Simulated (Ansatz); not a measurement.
# C₃H₅ClOSi: up Jacob's ladder to CCSD(T)

An exercise on one series of results from a longer session: the logs are not shown, and one member is left open.

The runs use Ansatz 0.2.0, Gaussian basis; functionals in def2-TZVPP, the program's frozen cores in correlated methods.

Plan: LDA (SPW92), PBE-D4, revPBE-D4, BLYP-D4, r2SCAN-D4, B97M-V, PBE0-D4, B3LYP-D4, r2SCANh-D4, r2SCAN0-D4, HSE06-D4, BHLYP-D4, CAM-B3LYP-D4, LC-ωPBE, ωB97X-V, ωB97M-V, B2PLYP, PBE-QIDH; CCSD(T)/def2-SVP; CCSD(T)/def2-TZVPP; MP2/def2-QZVPP; extrapolation to the limit; RPA on PBE.

## The relaxed structure

An earlier PBE0-D4 in a triple-zeta def2 set relaxation fixed the geometry.

SMILES `C#C[SiH](Cl)OC`, 11 atoms, charge 0, spin multiplicity 1.

Atoms are counted from 1 here; the program's logs count them from 0.

Bond lengths: C1–C2 1.206 Å, C1–H7 1.066 Å, C2–Si3 1.819 Å, Si3–Cl4 2.052 Å, Si3–O5 1.621 Å, Si3–H8 1.470 Å, O5–C6 1.414 Å, C6–H9 1.094 Å, C6–H10 1.095 Å, C6–H11 1.090 Å. Angles: C2–C1–H7 179.7°, C1–C2–Si3 179.0°, C2–Si3–Cl4 106.9°, C2–Si3–O5 110.9°, C2–Si3–H8 111.9°, Cl4–Si3–O5 110.8°, Cl4–Si3–H8 109.0°, O5–Si3–H8 107.3°, Si3–O5–C6 125.1°, O5–C6–H9 110.8°, O5–C6–H10 111.2°, O5–C6–H11 107.8°, H9–C6–H10 109.0°, H9–C6–H11 109.0°, H10–C6–H11 109.0°.

Set-up of the first run:

File in.yaml:

```yaml
crystal:
  periodic: [false, false, false]
  atoms:
    - {symbol: C, position_ang: [-0.937285, 0.743006, 2.377566]}
    - {symbol: C, position_ang: [-0.126747, 0.303682, 1.600352]}
    - {symbol: Si, position_ang: [1.107561, -0.328452, 0.422793]}
    - {symbol: Cl, position_ang: [1.001809, -2.376292, 0.490917]}
    - {symbol: O, position_ang: [0.810508, 0.214946, -1.074913]}
    - {symbol: C, position_ang: [-0.413669, 0.065896, -1.766271]}
    - {symbol: H, position_ang: [-1.652603, 1.128152, 3.068273]}
    - {symbol: H, position_ang: [2.470804, 0.092468, 0.777414]}
    - {symbol: H, position_ang: [-0.600121, -0.985091, -2.005366]}
    - {symbol: H, position_ang: [-1.250662, 0.451332, -1.175588]}
    - {symbol: H, position_ang: [-0.344296, 0.633354, -2.694576]}
basis:
  gaussian: {orbitals: def2-TZVPP}
hamiltonian: {xc: lda}
output: {orbitals: {seedname: orbitals}}
```

On the command line:

```
$ ansatz run in.yaml --threads 2 --pin off --events-out ev --progress --plain --max-ram 32768MiB --backend cuda --devices 0, --max-vram 18GiB
```

Steps of the session up to this table: LDA; PBE-D4 (GGA); revPBE-D4 (GGA); BLYP-D4 (GGA); r2SCAN-D4 (meta-GGA); B97M-V (meta-GGA); PBE0-D4 (hybrid); B3LYP-D4 (hybrid); r2SCANh-D4 (hybrid); r2SCAN0-D4 (hybrid); HSE06-D4 (hybrid); BHLYP-D4 (hybrid); CAM-B3LYP-D4 (range-separated); LC-ωPBE (range-separated); ωB97X-V (range-separated); ωB97M-V (range-separated); B2PLYP (double hybrid); PBE-QIDH (double hybrid).

One table of the session follows, with a row left open; its other results are not shown here.

It belongs to the step «Frontier levels by functional». 

| functional | HOMO (eV) | gap (eV) |
| --- | --- | --- |
| LDA (SPW92) | ? | ? |
| PBE-D4 | -7.09 | 5.62 |
| revPBE-D4 | -7.03 | 5.67 |
| BLYP-D4 | -6.95 | 5.66 |
| r2SCAN-D4 | -7.40 | 6.16 |
| B97M-V | -7.46 | 6.25 |
| PBE0-D4 | -8.49 | 7.96 |
| B3LYP-D4 | -8.22 | 7.51 |
| r2SCANh-D4 | -7.92 | 7.03 |
| r2SCAN0-D4 | -8.68 | 8.29 |
| HSE06-D4 | -8.08 | 7.18 |
| BHLYP-D4 | -9.61 | 10.16 |
| CAM-B3LYP-D4 | -9.86 | 10.47 |
| LC-ωPBE | -11.30 | 13.06 |
| ωB97X-V | -10.89 | 12.56 |
| ωB97M-V | -10.77 | 12.27 |

**Question.** Estimate the row for LDA (SPW92).

The run gave: HOMO (eV): -7.24; gap (eV): 5.51. In the column «HOMO (eV)» it lies between r2SCAN-D4 (-7.40) and PBE-D4 (-7.09).
